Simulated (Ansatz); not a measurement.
# CH₈SiSn: how energies converge with the basis set

The task here is to estimate one member of a computed series from the others.

Computed with Ansatz 0.2.0, Gaussian basis. Level: one geometry, several basis sets.

Levels to be run: PBE0-D4/def2-SVP; ωB97M-V/def2-SVP; PBE0-D4/def2-QZVPP; ωB97M-V/def2-QZVPP; the functionals' def2-TZVPP values are taken from earlier runs.

## The relaxed structure

All runs share one geometry, relaxed beforehand with PBE0-D4 in a triple-zeta def2 set. Sn takes the def2 core potential; no spin-orbit term is included.

11 atoms, charge 0, spin multiplicity 1.

Atoms are counted from 1 here; the program's logs count them from 0.

Bond lengths: C1–Sn2 2.145 Å, C1–H4 1.090 Å, C1–H5 1.090 Å, C1–H6 1.090 Å, Sn2–Si3 2.564 Å, Sn2–H7 1.713 Å, Sn2–H8 1.713 Å, Si3–H9 1.488 Å, Si3–H10 1.487 Å, Si3–H11 1.488 Å. Angles: Sn2–C1–H4 109.8°, Sn2–C1–H5 109.9°, Sn2–C1–H6 109.9°, H4–C1–H5 109.1°, H4–C1–H6 109.1°, H5–C1–H6 109.1°, C1–Sn2–Si3 110.9°, C1–Sn2–H7 109.0°, C1–Sn2–H8 109.0°, Si3–Sn2–H7 110.1°, Si3–Sn2–H8 110.1°, H7–Sn2–H8 107.6°, Sn2–Si3–H9 110.2°, Sn2–Si3–H10 111.1°, Sn2–Si3–H11 110.2°, H9–Si3–H10 108.5°, H9–Si3–H11 108.2°, H10–Si3–H11 108.5°.

The first run:

The input, in.yaml:

```yaml
crystal:
  periodic: [false, false, false]
  atoms:
    - {symbol: C, position_ang: [-1.289466, 1.393698, -0.373222]}
    - {symbol: Sn, position_ang: [-0.119374, -0.334682, -0.869715]}
    - {symbol: Si, position_ang: [1.343349, -1.047415, 1.112112]}
    - {symbol: H, position_ang: [-1.901061, 1.683172, -1.227784]}
    - {symbol: H, position_ang: [-1.940908, 1.170814, 0.471644]}
    - {symbol: H, position_ang: [-0.633464, 2.222603, -0.107832]}
    - {symbol: H, position_ang: [-1.170727, -1.611101, -1.315730]}
    - {symbol: H, position_ang: [0.861995, 0.026379, -2.226236]}
    - {symbol: H, position_ang: [0.492664, -1.368080, 2.290281]}
    - {symbol: H, position_ang: [2.154657, -2.247783, 0.775847]}
    - {symbol: H, position_ang: [2.267638, 0.055492, 1.491436]}
basis:
  gaussian: {orbitals: def2-SVP}
hamiltonian: {xc: pbe0, dispersion: d4}
output: {orbitals: {seedname: orbitals}}
```

Run with:

```console
> ansatz run in.yaml --threads 2 --pin off --events-out ev --progress --plain --max-ram 20480MiB --backend cpu
```

Steps of the session up to this table: PBE0-D4 in def2-SVP; ωB97M-V in def2-SVP; PBE0-D4 in def2-QZVPP; ωB97M-V in def2-QZVPP.

One of the session's tables, all rows but one given; the rest of the session is left out.

It belongs to the step «Functionals by basis». 

```
functional       basis  HOMO (eV)  LUMO (eV)
   PBE0-D4    def2-SVP      -7.72       0.28
   PBE0-D4  def2-TZVPP          ?          ?
   PBE0-D4  def2-QZVPP      -7.72      -0.16
   ωB97M-V    def2-SVP      -9.69       1.99
   ωB97M-V  def2-TZVPP      -9.72       1.38
   ωB97M-V  def2-QZVPP      -9.72       1.07
```

**Question.** Estimate the row for PBE0-D4, def2-TZVPP.

As computed: HOMO (eV): -7.72; LUMO (eV): -0.04.
